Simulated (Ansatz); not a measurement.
ZrBrN:

```xyz
6
Lattice="3.6197 0.0000 0.0000 0.0000 4.1193 0.0000 0.0000 0.0000 9.0224" Properties=species:S:1:pos:R:3 pbc="T T T"
Zr    1.8099    0.0000    8.1381
Zr    0.0000    2.0596    0.8842
Br    1.8099    2.0596    2.9761
Br    0.0000    0.0000    6.0463
N     1.8099    2.0596    8.7471
N     0.0000    0.0000    0.2753
```

The cell is a database's computed one.

- Program: Ansatz 0.2.0
- Task: relaxation of cell and atoms
- Functional: RPBE
- Dispersion: D3(BJ)
- Potentials or basis: Ansatz PAW
- Cutoff: 420 eV (not typed: the program's choice for these potentials)
- k mesh: 5 × 5 × 3
- Occupations: fermi-dirac, width 0.05 eV
- Spin: no spin polarisation

At the start: volume 22.42 Å³/atom.

Task: How do energy, volume and symmetry change on relaxing?

Result: It ends after 11 steps and the volume is 19.08 Å³/atom (-14.9 %); space group Pmmn (No. 59, to 0.05 Å).

The path:
```
step  energy change (eV)  largest force (eV/Å)  volume (Å³)
   1              0.0000                0.6778       134.53
   2             -0.2626                0.4991       122.24
   3             -0.3354                0.1309       118.75
   4             -0.3616                0.1033       115.31
   5             -0.3640                0.0230       114.92
   6             -0.3644                0.0113       114.89
   7             -0.3644                0.0060       114.89
   8             -0.3563                0.0037       114.89
   9             -0.3571                0.0060       114.15
  10             -0.3569                0.0026       114.46
  11             -0.3565                0.0025       114.46
```

Final structure:
```xyz
6
Lattice="3.4671 0.0000 0.0000 0.0000 4.0753 0.0000 0.0000 0.0000 8.1008" Properties=species:S:1:pos:R:3 pbc="T T T"
Zr    1.7335    0.0000    7.2461
Zr    0.0000    2.0376    0.8547
Br    1.7335    2.0376    2.9013
Br    0.0000    0.0000    5.1994
N     1.7335    2.0376    7.7553
N     0.0000    0.0000    0.3455
```

Caveat: the plane-wave basis is chosen anew once the cell has moved, so the energies of steps on either side of that aren't comparable; the PAW data sets come from PBE, with cores solved anew for the run's functional, which leaves a small shift of forces and pressure.
